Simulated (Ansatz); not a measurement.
# Sc3B2N: the cost of one run

Program: Ansatz 0.2.0. Level of theory: DFT PBE, scalar-relativistic, plane waves, PAW. These are calculated values, not measurements.

### 1 The system as given

Symmetry: P-6m2, No. 187, hexagonal system. Conventional cell: a = 5.326 Å, b = 5.326 Å, c = 3.553 Å, α = 90.00°, β = 90.00°, γ = 120.00°. Sc (site symmetry mm2) has 2 B at 2.29 Å and 2 Sc at 2.51 Å as nearest neighbours. Around B (site symmetry -6m2) lie 2 N at 1.78 Å. B (site symmetry -6m2) is surrounded by 6 Sc at 2.29 Å. Around N (site symmetry -6m2) lie 2 B at 1.78 Å.

As a file:

```cif
data_structure
_symmetry_space_group_name_H-M 'P 1'
_symmetry_Int_Tables_number 1
_cell_length_a 5.3260
_cell_length_b 5.3260
_cell_length_c 3.5533
_cell_angle_alpha 90.000
_cell_angle_beta 90.000
_cell_angle_gamma 120.000
_cell_volume 87.29
loop_
_atom_site_label
_atom_site_type_symbol
_atom_site_fract_x
_atom_site_fract_y
_atom_site_fract_z
_atom_site_occupancy
Sc1 Sc 0.15682 0.84318 0.00000 1
Sc2 Sc 0.15682 0.31364 0.00000 1
Sc3 Sc 0.68636 0.84318 0.00000 1
B1 B 0.66667 0.33333 0.00000 1
B2 B 0.00000 0.00000 0.50000 1
N1 N 0.66667 0.33333 0.50000 1
```

A structure generator made this guess: random cell by space group and Wyckoff sites (P-6m2, No. 187). The dimensions are guesses.

### 2 A first look at the guess

Input file input.yaml:

```yaml
crystal:
  lattice:
    - [5.32598421, 0.0, 0.0]
    - [-2.66299211, 4.61243763, 0.0]
    - [0.0, 0.0, 3.55331733]
  atoms:
    - { symbol: Sc, position: [0.15682079, 0.84317921, 0.0] }
    - { symbol: Sc, position: [0.15682079, 0.31364158, 0.0] }
    - { symbol: Sc, position: [0.68635842, 0.84317921, 0.0] }
    - { symbol: B, position: [0.66666667, 0.33333333, 0.0] }
    - { symbol: B, position: [0.0, 0.0, 0.5] }
    - { symbol: "N", position: [0.66666667, 0.33333333, 0.5] }
basis:
  ecutwfc: 420
kpoints:
  mp_grid: { grid: [6, 6, 6] }
hamiltonian:
  xc: pbe
scf:
  occupations: { method: gaussian, width: 0.1 }
  lower_state_search: "off"
output:
  forces: true
  stress: true
  eigenvalues: true
```

The run is started by

```bash
$ ansatz run input.yaml --threads 1 --pin off --max-ram 2560MiB --backend cpu --events-out ev --progress --plain --runs-dir out
```

What time and memory should one allow on 1 thread of Intel Xeon 6975P-C (Granite Rapids), shared host?

About 2.8 s, with a peak of 0.36 GiB.
